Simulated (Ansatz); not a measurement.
# Ge: the cost of one run

Program: Ansatz 0.2.0. Level of theory: DFT r2SCAN, scalar-relativistic, plane waves, PAW. These are calculated values, not measurements.

### 1 The starting structure

It takes space group P4_32_12 (No. 96, tetragonal). The conventional cell has a = 5.930 Å, b = 5.930 Å, c = 6.980 Å, α = 90.00°, β = 90.00°, γ = 90.00°. Ge (site symmetry 2) is surrounded by 4 Ge at 2.48 to 2.49 Å. Ge (site symmetry 1) has 4 Ge at 2.48 to 2.49 Å in its first shell of neighbours.

Coordinates:

```
CELL_PARAMETERS angstrom
5.93000 0.00000 0.00000
0.00000 5.93000 0.00000
0.00000 0.00000 6.98000
ATOMIC_POSITIONS crystal
Ge 0.09120 0.09120 0.00000
Ge 0.40880 0.59120 0.75000
Ge 0.90880 0.90880 0.50000
Ge 0.59120 0.40880 0.25000
Ge 0.17300 0.37840 0.24860
Ge 0.12160 0.67300 0.99860
Ge 0.82700 0.62160 0.74860
Ge 0.87840 0.32700 0.49860
Ge 0.67300 0.12160 0.00140
Ge 0.62160 0.82700 0.25140
Ge 0.32700 0.87840 0.50140
Ge 0.37840 0.17300 0.75140
```

Source of the structure: the Crystallography Open Database.

(A quick probe on a coarse mesh, which set the mesh and smearing, is not shown.)

### 3 Relaxing cell and atoms

Contents of input.yaml:

```yaml
crystal:
  lattice:
    - [5.93, 0.0, 0.0]
    - [0.0, 5.93, 0.0]
    - [0.0, 0.0, 6.98]
  atoms:
    - { symbol: Ge, position: [0.0912, 0.0912, 0.0] }
    - { symbol: Ge, position: [0.4088, 0.5912, 0.75] }
    - { symbol: Ge, position: [0.9088, 0.9088, 0.5] }
    - { symbol: Ge, position: [0.5912, 0.4088, 0.25] }
    - { symbol: Ge, position: [0.173, 0.3784, 0.2486] }
    - { symbol: Ge, position: [0.1216, 0.673, 0.9986] }
    - { symbol: Ge, position: [0.827, 0.6216, 0.7486] }
    - { symbol: Ge, position: [0.8784, 0.327, 0.4986] }
    - { symbol: Ge, position: [0.673, 0.1216, 0.0014] }
    - { symbol: Ge, position: [0.6216, 0.827, 0.2514] }
    - { symbol: Ge, position: [0.327, 0.8784, 0.5014] }
    - { symbol: Ge, position: [0.3784, 0.173, 0.7514] }
basis:
  ecutwfc: 500
kpoints:
  mp_grid: { grid: [6, 6, 4] }
hamiltonian:
  xc: r2scan
scf:
  occupations: { method: gaussian, width: 0.02 }
output:
  forces: true
  stress: true
  eigenvalues: true
relax:
  adjacent_minimum: "off"
  f_tol: 0.005
  max_steps: 80
  cell: { stress_tol: 0.05 }
```

The run is started by

```
$ ansatz run input.yaml --threads 2 --pin off --max-ram 5120MiB --backend cpu --events-out ev --progress --plain --runs-dir out
```

What time and memory should one allow on 2 threads of Oxide Virtual Turin-like (Zen 5), shared host?

About 5.1 min, with a peak of 1.4 GiB.
